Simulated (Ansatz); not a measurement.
# C2H5BBrFO: the cost of one run

Method: RKS LDA/def2-SVP, in Ansatz 0.2.0.

### 1 Starting point

Bond lengths: C1–B2 1.547 Å, B2–Br3 1.985 Å, B2–C4 1.638 Å, C4–O5 1.324 Å, C4–F6 1.412 Å, C1–H7 1.122 Å, C1–H8 1.163 Å, C1–H9 1.052 Å, C4–H10 1.124 Å, O5–H11 0.952 Å. Angles (14 of 16 angles, heavy atoms first): C1–B2–Br3 118.9°, C1–B2–C4 121.8°, Br3–B2–C4 119.3°, B2–C4–O5 112.5°, B2–C4–F6 105.7°, O5–C4–F6 112.3°, B2–C1–H7 110.2°, B2–C1–H8 106.9°, B2–C1–H9 114.2°, B2–C4–H10 103.9°, O5–C4–H10 113.3°, F6–C4–H10 108.6°, C4–O5–H11 106.7°, H7–C1–H8 105.8°.

Structure file:

```xyz
11

C    -1.5619   -0.1728    0.5875
B    -0.0529    0.1661    0.5967
Br    0.7672    0.8455    2.2722
C     0.8946   -0.0786   -0.7165
O     2.1672    0.2007   -0.4811
F     0.3476    0.7289   -1.7381
H    -2.0263    0.0995    1.5717
H    -2.0597    0.5226   -0.2002
H    -1.7767   -1.1803    0.3765
H     0.7174   -1.1565   -0.9793
H     2.6488   -0.0321   -1.2690
```

### 2 Relaxing end A

The input, input.yaml:

```yaml
crystal:
  periodic: [false, false, false]
  atoms:
    - { symbol: C, position_ang: [-1.5619, -0.1728, 0.5875] }
    - { symbol: B, position_ang: [-0.0529, 0.1661, 0.5967] }
    - { symbol: Br, position_ang: [0.7672, 0.8455, 2.2722] }
    - { symbol: C, position_ang: [0.8946, -0.0786, -0.7165] }
    - { symbol: O, position_ang: [2.1672, 0.2007, -0.4811] }
    - { symbol: F, position_ang: [0.3476, 0.7289, -1.7381] }
    - { symbol: H, position_ang: [-2.0263, 0.0995, 1.5717] }
    - { symbol: H, position_ang: [-2.0597, 0.5226, -0.2002] }
    - { symbol: H, position_ang: [-1.7767, -1.1803, 0.3765] }
    - { symbol: H, position_ang: [0.7174, -1.1565, -0.9793] }
    - { symbol: H, position_ang: [2.6488, -0.0321, -1.269] }
basis:
  gaussian: { orbitals: def2-SVP }
hamiltonian:
  xc: lda
relax:
  f_tol: 0.02
  max_steps: 50
```

Started as:

```sh
$ ansatz run input.yaml --threads 2 --pin off --max-ram 3072MiB --backend cpu --events-out ev --progress --plain --runs-dir out
```

**Question.** How long does this run take on 2 threads of Arm Neoverse V2, shared host, and how much memory does it need?

About 78 s, with a peak of 0.18 GiB.
